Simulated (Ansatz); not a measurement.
**TiB: LAPW beside PAW**

Does the method matter for TiB? The same cell, functional and mesh are run with LAPW, all electrons, frozen-core PAW and all-electron PAW on datasets made for the crystal.

Method: DFT LDA, scalar-relativistic, in Ansatz 0.2.0.

### 1 The structure to begin with

It takes space group F-43m (No. 216, cubic). Conventional cell: a = 4.202 Å, b = 4.202 Å, c = 4.202 Å, α = 90.00°, β = 90.00°, γ = 90.00°. Around Ti (site symmetry -43m) lie 4 B at 1.82 Å. Around B (site symmetry -43m) lie 4 Ti at 1.82 Å.

Structure file:

```xyz
2
Lattice="0.0000 2.1010 2.1010 2.1010 0.0000 2.1010 2.1010 2.1010 0.0000" Properties=species:S:1:pos:R:3 pbc="T T T"
Ti    3.1515    3.1515    3.1515
B     0.0000    0.0000    0.0000
```

The cell comes from a crystallographic database entry that wasn't checked; take it as a given geometry, which may be far from equilibrium.

Atoms are numbered in the order of the input: Ti1, B2.

### 2 LAPW, all electrons

File input.yaml:

```yaml
crystal:
  lattice:
    - [0.0, 2.101, 2.101]
    - [2.101, 0.0, 2.101]
    - [2.101, 2.101, 0.0]
  atoms:
    - { symbol: Ti, position: [0.75, 0.75, 0.75] }
    - { symbol: B, position: [0.0, 0.0, 0.0] }
kpoints:
  mp_grid: { grid: [13, 13, 13] }
  band_path:
    path:
      - [0.0, 0.0, 0.0]
      - [-0.5, -0.5, 0.0]
      - [-0.375, -0.375, 0.25]
      - [-0.375, 0.0, 0.375]
      - [0.0, 0.0, 0.0]
      - [0.0, 0.0, 0.5]
      - [-0.5, -0.25, 0.25]
      - [-0.5, -0.5, 0.0]
    npoints: 14
scf:
  occupations: { method: fermi_dirac, width: 0.05 }
hamiltonian:
  xc: lda
  pseudopotentials: { kind: all_electron, lapw: { basis_error: 0.00025 } }
output:
  forces: true
  stress: true
  eigenvalues: true
  populations: true
  dos: { projected: true, de: 0.2, e_range: [-14, 8] }
```

On the command line:

```
> ansatz run input.yaml --threads 1 --pin off --max-ram 3072MiB --backend cpu --events-out ev --progress --plain --runs-dir out
```

Log:

```text
Ti: projections on atomic orbitals take those of the free atom 1s2 2s2 2p6 3s2 3p6 3d2 4s2, of charge +0.00 (hamiltonian.pseudopotentials.projection_atoms)
B: projections on atomic orbitals take those of the free atom 1s2 2s2 2p1, of charge +0.00 (hamiltonian.pseudopotentials.projection_atoms)
LAPW: plane waves up to 11.181 Å⁻¹, error target 2.5e-4 eV per atom; small_component_spin mean_spin; B in spheres of 0.776 Å, 5 of its electrons in bands, Dirac shells []; Ti in spheres of 1.044 Å, 20 of its electrons in bands, Dirac shells []
Engine: ansatz 0.2.0
Pseudopotentials: kind: all_electron
Pseudopotential: Ti, LAPW, valence charge 20, Koelling and Harmon's equation, gaussian nucleus
Pseudopotential: B, LAPW, valence charge 5, Koelling and Harmon's equation, gaussian nucleus
Functional definition: SPW92
  exchange = slater_x
  correlation = pw_c
Crystal: 2 atoms, lattice volume = 18.548 Å³
Basis set: ecut = 476.316641745481 eV, 411 PW (Γ), exchange–correlation at level 2
Bands: 17, of which v1, the nominal top of the filled ones, is band 13 counted from 1 (12 counted from 0)
Symmetry: 24 space group operations
Space group: F-43m (ITA 216), of the structure as read, at distance tolerance 2.6e-5 Å
k-points: 84 of 2197 (time reversal used)
Non-local potential: Ti, projectors of the file, none
Non-local potential: B, projectors of the file, none
Initial density: superposition of atomic densities (chi_scale 0.1, normalization cell, long waves kept (reshape's long-wave potential 0.00 eV rms))
Initial wavefunctions: plane waves of lowest kinetic energy (no species holds an atomic orbital)
Functional: x = slater, c = lda
iter 1 solved again at ethr=1.65e-2 eV; its pass at ethr=1.00e-1 eV (dr2=4.12e0 eV) is discarded
SCF iter   1: F=—  HF=-23851.671116 eV  |F-HF|=—  |Δ(HF+E_count)|=         —  Δρ=1.39e-1  dr2=4.12e0  ethr=1.65e-2  ⟨swp⟩=2.0  Hψ=9565  notcnv=0
preconditioner: auto → none  [metal: Δε(μ)=0.026 eV  Ē_g=21.007 eV  σ=0.050 eV  W_gap=0.13  n_scr=8 (ndim 8)  ℏωp=31.1 eV  f_vac=0.000  D(μ)=1.27/eV (n_scr^D=14)  sad-step TF]
SCF iter   2: F=—  HF=-23850.441831 eV  |F-HF|=—  |Δ(HF+E_count)|=    1.23e0  Δρ=5.25e-2  dr2=6.09e-1  ethr=1.65e-2  ⟨swp⟩=2.2  Hψ=4052  notcnv=0
iter 3 solved again at ethr=1.26e-4 eV; its pass at ethr=2.44e-3 eV (dr2=3.14e-2 eV) is discarded
SCF iter   3: F=—  HF=-23850.174090 eV  |F-HF|=—  |Δ(HF+E_count)|=   2.68e-1  Δρ=1.32e-2  dr2=3.13e-2  ethr=1.26e-4  ⟨swp⟩=2.0  Hψ=7610  notcnv=0
SCF iter   4: F=—  HF=-23850.167752 eV  |F-HF|=—  |Δ(HF+E_count)|=         —  Δρ=4.13e-3  dr2=1.59e-3  ethr=1.25e-4  ⟨swp⟩=2.3  Hψ=4392  notcnv=0
the basis was enlarged: its passes take 461.8 KiB over the memory plan, 1 of 1 planned eigensolver slots
SCF iter   5: F=—  HF=-23850.166330 eV  |F-HF|=—  |Δ(HF+E_count)|=   1.42e-3  Δρ=7.81e-4  dr2=3.59e-5  ethr=6.38e-6  ⟨swp⟩=2.3  Hψ=4032  notcnv=0
SCF iter   6: F=—  HF=-23850.166309 eV  |F-HF|=—  |Δ(HF+E_count)|=   2.12e-5  Δρ=9.66e-5  dr2=1.07e-6  ethr=1.43e-7  ⟨swp⟩=3.0  Hψ=4193  notcnv=0
SCF iter   7: F=-23850.166309 eV  HF=-23850.166309 eV  |F-HF|=2.02e-9  |Δ(HF+E_count)|=   1.69e-7  Δρ=7.48e-6  dr2=6.03e-9  ethr=4.28e-9  ⟨swp⟩=2.0  Hψ=4004  notcnv=0
SCF 1 converged in 7 iterations: F = -23850.166309 eV  dr2 = 6.03e-9
NSCF: frozen V_eff on 99 k-points
SCF converged after 7 iterations
Free energy (F): -23850.166309 eV
Harris-Foulkes:  -23850.166309 eV  (|F-HF|=2.02e-9)
Internal energy: -23850.158846 eV  (E = F + TS)
E sigma→0 (E₀):  -23850.162577 eV
Entropy (-TS):   -0.007463 eV (-3.731 meV/atom)
Fermi energy:    15.481075 eV
--- Per-component energies (eV) ---
  E_band       = -3927.124006
  E_kinetic    = 24092.352585
  E_xc         = -1210.555351
  E_electrostatic = -46731.956079  (all electrons and nuclei)
  E_smearing   = -0.007463  (= −TS)
  E_closure    = 0.000000  (closes the sum)
  E_atoms      = -23839.171139  (free atoms, spherical and without spin; not in F)
  Σ components = -23850.166309   (vs F -23850.166309, Δ=0.00e0)
  Basis errors (estimates in eV, not in F): energy 1.2e-4 per atom: plane waves 1.1e-4 (6.7e-5 summed), levels above the bands 1.6e-69, relativity 1.5e-8, radial functions 8.6e-6, core shells 1.9e-13; eigenvalues (radial functions only) 5.1e-7; not estimated: angular momenta, meshes, grids; target (lapw.basis_error) 2.5e-4; muffin-tin radii B 0.776 Å, Ti 1.044 Å
--- Forces (eV/Å), atoms counted from 1 ---
  atom   1  Ti     0.00000000    -0.00000000     0.00000000
  atom   2  B     -0.00000000     0.00000000     0.00000000
  max |Σ_I F_I| component: 7.40e-16 eV/Å
--- Stress (GPa, compression-positive) ---
      105.565987      -0.000000       0.000000
       -0.000000     105.565987      -0.000000
        0.000000      -0.000000     105.565987
  P = ⅓ Tr σ = 105.5660 GPa (1055.660 kbar)
--- Band table (eV; the first three rows and the last of 84) ---
  k-point 0: bands = ["-511.0141", "-419.4860", "-419.4860", "-419.4860", "-153.3500", "-38.7325", "-15.1649", "-15.1649", "-15.1649", "6.7410", "13.5666", "13.5666", "13.5666", "18.7399", "18.7399", "27.8938", "28.2602"]
  k-point 1: bands = ["-511.0141", "-419.4860", "-419.4860", "-419.4860", "-153.3500", "-38.7255", "-15.2130", "-15.1718", "-15.1718", "6.9069", "13.5014", "13.6411", "13.6411", "18.6704", "18.6704", "27.7664", "28.2786"]
  k-point 2: bands = ["-511.0141", "-419.4860", "-419.4860", "-419.4860", "-153.3500", "-38.7061", "-15.3449", "-15.1910", "-15.1910", "7.3809", "13.3344", "13.8337", "13.8337", "18.5370", "18.5370", "26.8591", "28.2855"]
  k-point 83: bands = ["-511.0141", "-419.4860", "-419.4860", "-419.4860", "-153.3500", "-38.5700", "-15.7270", "-15.6527", "-15.4793", "11.5098", "12.1342", "14.9853", "16.1245", "17.5684", "19.4448", "21.3966", "23.0069"]
--- Löwdin populations: 2 sites ---
  site symbol       q [e]
     0     Ti     21.5208
     1      B      5.4521
  spilling = 0.001006 (of n_electrons = 27.000000)
```

It took 32 s on 1 thread of Arm Neoverse V1, shared host; peak memory 0.36 GiB.

Read from it: pressure 105.57 GPa; no gap.

Levels at the path's labelled points, in eV from the Fermi level:

| point | band 9 | band 10 | band 11 | band 12 | band 13 | band 14 | band 15 |
| --- | --- | --- | --- | --- | --- | --- | --- |
| Γ | -30.65 | -8.74 | -1.91 | -1.91 | -1.91 | 3.26 | 3.26 |
| X | -30.96 | -4.66 | -4.11 | 1.14 | 1.94 | 1.94 | 4.72 |
| U | -30.90 | -4.10 | -3.69 | 0.09 | 0.79 | 1.95 | 3.76 |
| K | -30.90 | -4.10 | -3.69 | 0.09 | 0.79 | 1.95 | 3.76 |
| Γ | -30.65 | -8.74 | -1.91 | -1.91 | -1.91 | 3.26 | 3.26 |
| L | -30.77 | -5.42 | -2.36 | -1.23 | -1.23 | 4.19 | 4.19 |
| W | -30.97 | -3.92 | -3.37 | -0.12 | 0.16 | 2.32 | 3.84 |
| X | -30.96 | -4.66 | -4.11 | 1.14 | 1.94 | 1.94 | 4.72 |

States per cell in windows of 1 eV (zero at the Fermi level; grid of 0.20 eV, so sharp peaks spill over the borders):

| from | to | total | Ti 3d | B 2p | B 2s |
| --- | --- | --- | --- | --- | --- |
| -9 | -8 | 0.03 | 0.00 | 0.00 | 0.01 |
| -8 | -7 | 0.14 | 0.00 | 0.01 | 0.04 |
| -7 | -6 | 0.26 | 0.02 | 0.04 | 0.09 |
| -6 | -5 | 0.56 | 0.13 | 0.08 | 0.21 |
| -5 | -4 | 0.94 | 0.36 | 0.11 | 0.36 |
| -4 | -3 | 0.77 | 0.41 | 0.21 | 0.12 |
| -3 | -2 | 1.28 | 0.60 | 0.53 | 0.08 |
| -2 | -1 | 1.47 | 0.89 | 0.51 | 0.02 |
| -1 | 0 | 1.43 | 0.84 | 0.52 | 0.01 |
| 0 | 1 | 0.82 | 0.44 | 0.31 | 0.03 |
| 1 | 2 | 0.53 | 0.28 | 0.20 | 0.02 |
| 2 | 3 | 1.32 | 0.92 | 0.31 | 0.03 |
| 3 | 4 | 0.89 | 0.80 | 0.06 | 0.00 |
| 4 | 5 | 1.57 | 1.41 | 0.11 | 0.01 |

### 3 Frozen-core PAW

Changes to input.yaml since step 2:

```diff
@@ -25,3 +25,3 @@
   xc: lda
-  pseudopotentials: { kind: all_electron, lapw: { basis_error: 0.00025 } }
+  pseudopotentials: { kind: paw }
 output:
@@ -30,3 +30,9 @@
   eigenvalues: true
+  efg: { contact_densities: true }
   populations: true
+  bader: true
   dos: { projected: true, de: 0.2, e_range: [-14, 8] }
+  write_density: true
+  write_potential: true
+  elf: true
+  volumetric_format: npy
```

On the command line:

```
> ansatz run input.yaml --threads 1 --pin off --max-ram 3072MiB --backend cpu --events-out ev --progress --plain --runs-dir out
```

Log, cut to the lines that bear on the results:

```text
[...]
Pseudopotentials: kind: paw
Pseudopotential: Ti, paw, valence charge 12, recommended cutoff 420 eV (normal)
Pseudopotential: B, paw, valence charge 3, recommended cutoff 420 eV (normal)
[... 1 set-up line as earlier in the session ...]
[...]
Crystal: 2 atoms, lattice volume = 18.548 Å³
Basis set: ecut = 420 eV, 339 PW (Γ)
Bands: 12, of which v1, the nominal top of the filled ones, is band 8 counted from 1 (7 counted from 0)
[... 2 set-up lines as earlier in the session ...]
k-points: 84 of 2197 (time reversal used)
[...]
SCF iter   1: F=—  HF=-2596.104121 eV  |F-HF|=—  |Δ(HF+E_count)|=         —  Δρ=1.10e-2  dr2=2.15e-2  ethr=1.77e-3  ⟨swp⟩=4.7  Hψ=4968  notcnv=0
[...]
  P = ⅓ Tr σ = 105.2935 GPa (1052.935 kbar)
--- PAW observables at the nuclei: V_zz in 10²¹ V/m², potentials from the cell's mean, atoms counted from 1 ---
  atom   1  Ti V_zz =    +0.000000   η = 0.0000   by run symmetry: forbidden
            electrostatic potential = -2535.766512 V   contact ρ = 56427.503991 e/Å³
  atom   2  B  V_zz =    -0.000000   η = 0.0000   by run symmetry: forbidden
            electrostatic potential = -335.151363 V   contact ρ = 480.854005 e/Å³
--- Band table (eV; the first three rows and the last of 84) ---
  k-point 0: bands = ["-39.2712", "-15.6986", "-15.6986", "-15.6986", "6.2151", "13.0408", "13.0408", "13.0408", "18.2114", "18.2114", "27.3624", "27.7325"]
[...]
--- Löwdin populations: 2 sites ---
  site symbol       q [e]
     0     Ti     11.4626
     1      B      3.5088
  spilling = 0.001907 (of n_electrons = 15.000000)
--- Bader charges: 2 sites ---
  site symbol  charge [e]  shift [e]
     0     Ti      0.8008     0.0027
     1      B     -0.8008     0.0027
  estimated error of the sums over rays = 1.0e-3 e
```

It took 21 s on 1 thread of Arm Neoverse V1, shared host; peak memory 0.33 GiB.

Read from it: pressure 105.29 GPa; no gap.

| atom | Bader charge (e) | basin volume (Å³) |
| --- | --- | --- |
| Ti1 | +0.80 | 9.18 |
| B2 | -0.80 | 9.37 |

The fields are shown in the conventional cell of this run's space group, carried over from its grid by interpolation.

Density in a lattice plane of the grid's cell (edges 4.20 and 4.20 Å, at 0.000 of the third edge), which holds B.

Ten even steps from '0' (0.13 e/Å³) to '9' (0.86 e/Å³):
```
579975321000000011357997
999864311000000011346899
987653211100000111235678
655433221111111112233455
333222222233333222222233
111112233455655433221111
000111235678987653211100
000011346899999864311000
000011357997579975321000
000012358985258985321000
000011357997579975321000
000011346899999864311000
000111235678987653211100
111112233455655433221111
333222222233333222222233
655433221111111112233455
987653211100000111235678
999864311000000011346899
579975321000000011357997
258985321000000012358985
```
Columns run along the first of these edges and rows up along the second, over one cell in 24 and 20 even steps from the bottom left corner. Atoms in the plane (fractional): B at (0.00, 0.00), B at (0.50, 0.50).

ELF in the same plane.

Values, 12 rows by 12 columns:
```
0.23 0.51 0.68 0.42 0.20 0.18 0.22 0.18 0.20 0.42 0.68 0.51
0.73 0.68 0.39 0.15 0.10 0.20 0.32 0.20 0.10 0.15 0.39 0.68
0.63 0.42 0.15 0.08 0.15 0.42 0.63 0.42 0.15 0.08 0.15 0.42
0.32 0.20 0.10 0.15 0.39 0.68 0.73 0.68 0.39 0.15 0.10 0.20
0.22 0.18 0.20 0.42 0.68 0.51 0.23 0.51 0.68 0.42 0.20 0.18
0.24 0.22 0.32 0.63 0.73 0.23 0.02 0.23 0.73 0.63 0.32 0.22
0.22 0.18 0.20 0.42 0.68 0.51 0.23 0.51 0.68 0.42 0.20 0.18
0.32 0.20 0.10 0.15 0.39 0.68 0.73 0.68 0.39 0.15 0.10 0.20
0.63 0.42 0.15 0.08 0.15 0.42 0.63 0.42 0.15 0.08 0.15 0.42
0.73 0.68 0.39 0.15 0.10 0.20 0.32 0.20 0.10 0.15 0.39 0.68
0.23 0.51 0.68 0.42 0.20 0.18 0.22 0.18 0.20 0.42 0.68 0.51
0.02 0.23 0.73 0.63 0.32 0.22 0.24 0.22 0.32 0.63 0.73 0.23
```
Columns run along the first of these edges and rows up along the second, over one cell in 12 and 12 even steps from the bottom left corner. Atoms in the plane (fractional): B at (0.00, 0.00), B at (0.50, 0.50).

Both are smooth fields of the valence electrons: close to the nuclei they are not physical.

The highest ELF values outside the cores: 0.79 beside B, off the lines to its neighbours, 0.8 Å from B.

### 4 All-electron PAW on datasets made for the crystal

Changes to input.yaml since step 3:

```diff
@@ -20,3 +20,3 @@
       - [-0.5, -0.5, 0.0]
-    npoints: 14
+    npoints: 8
 scf:
@@ -25,3 +25,3 @@
   xc: lda
-  pseudopotentials: { kind: paw }
+  pseudopotentials: { kind: all_electron, datasets: crystal }
 output:
@@ -31,8 +31 @@
   efg: { contact_densities: true }
-  populations: true
-  bader: true
-  dos: { projected: true, de: 0.2, e_range: [-14, 8] }
-  write_density: true
-  write_potential: true
-  elf: true
-  volumetric_format: npy
```

On the command line:

```
> ansatz run input.yaml --threads 1 --pin off --max-ram 3072MiB --backend cpu --events-out ev --progress --plain --runs-dir out
```

Log, cut to the lines that bear on the results:

```text
[...]
[... 1 set-up line as earlier in the session ...]
Pseudopotential: Ti, paw, valence charge 12, recommended cutoff 440 eV (normal), Koelling and Harmon's equation, gaussian nucleus
Pseudopotential: B, paw, valence charge 5, recommended cutoff 440 eV (normal), Koelling and Harmon's equation, gaussian nucleus
[... 1 set-up line as earlier in the session ...]
[...]
Crystal: 2 atoms, lattice volume = 18.548 Å³
Basis set: ecut = 440 eV, 387 PW (Γ)
Bands: 12, of which v1, the nominal top of the filled ones, is band 8 counted from 1 (7 counted from 0)
[... 2 set-up lines as earlier in the session ...]
k-points: 84 of 2197 (time reversal used)
[...]
SCF iter   1: F=—  HF=-23851.633193 eV  |F-HF|=—  |Δ(HF+E_count)|=         —  Δρ=1.58e-1  dr2=5.23e0  ethr=3.43e-2  ⟨swp⟩=2.0  Hψ=5295  notcnv=0
[...]
  atom   1  Ti     0.00000000    -0.00000000     0.00000000
  atom   2  B     -0.00000000     0.00000000     0.00000000
[...]
--- Stress (GPa, compression-positive) ---
      105.568500      -0.000000      -0.000000
       -0.000000     105.568500       0.000000
       -0.000000       0.000000     105.568500
  P = ⅓ Tr σ = 105.5685 GPa (1055.685 kbar)
  It holds what live shells' own plane waves past their cutoff add
--- PAW observables at the nuclei: V_zz in 10²¹ V/m², potentials from the cell's mean, atoms counted from 1 ---
  atom   1  Ti V_zz =    +0.000000   η = 0.0000   by run symmetry: forbidden
            electrostatic potential = -2532.695284 V   contact ρ = 56473.851333 e/Å³
  atom   2  B  V_zz =    -0.000000   η = 0.0000   by run symmetry: forbidden
            electrostatic potential = -332.856045 V   contact ρ = 480.892699 e/Å³
--- Band table (eV; the first three rows and the last of 84) ---
  k-point 0: bands = ["-38.7323", "-15.1647", "-15.1647", "-15.1647", "6.7410", "13.5666", "13.5666", "13.5666", "18.7400", "18.7400"]
[...]
```

Wall time 16 s (1 thread of Arm Neoverse V1, shared host); peak memory 0.45 GiB.

Read from it: pressure 105.57 GPa; no gap.

| atom | contact density (e/Å³) |
| --- | --- |
| Ti1 | 56473.85 |
| B2 | 480.8927 |

### 5 Comparison

| method | pressure (GPa) | SCF cycles, all passes |
| --- | --- | --- |
| LAPW | 105.57 | 7 |
| PAW | 105.29 | 6 |
| crystal datasets | 105.57 | 8 |

### 6 Summary of results

| quantity | value |
| --- | --- |
| pressure | LAPW 105.57, PAW 105.29, crystal datasets 105.57 GPa |
| gap (LAPW) | none |
| Bader charges (PAW) | Ti1 +0.80, B2 -0.80 e |
| highest ELF (PAW) | 0.79, 0.79 Å from B |

**Reading.** The pressure of 105.6 GPa pushes the cell to expand, with the atoms held in place. With 25 electrons in the bands of a cell, and no spin, a band must be partly filled: it is a metal at this level. Ti 3d carries the largest share, 57 %, of the projected states within 0.3 eV of the Fermi level. The projection holds only the free atom's occupied shells (Ti 4s, Ti 3p, Ti 3d, B 2s, B 2p in this range). In pressure, PAW differs from LAPW by -0.27 GPa. The price, with the outputs that each input asks for: 32 s for LAPW against 21 s for PAW, about 1.5 to one.
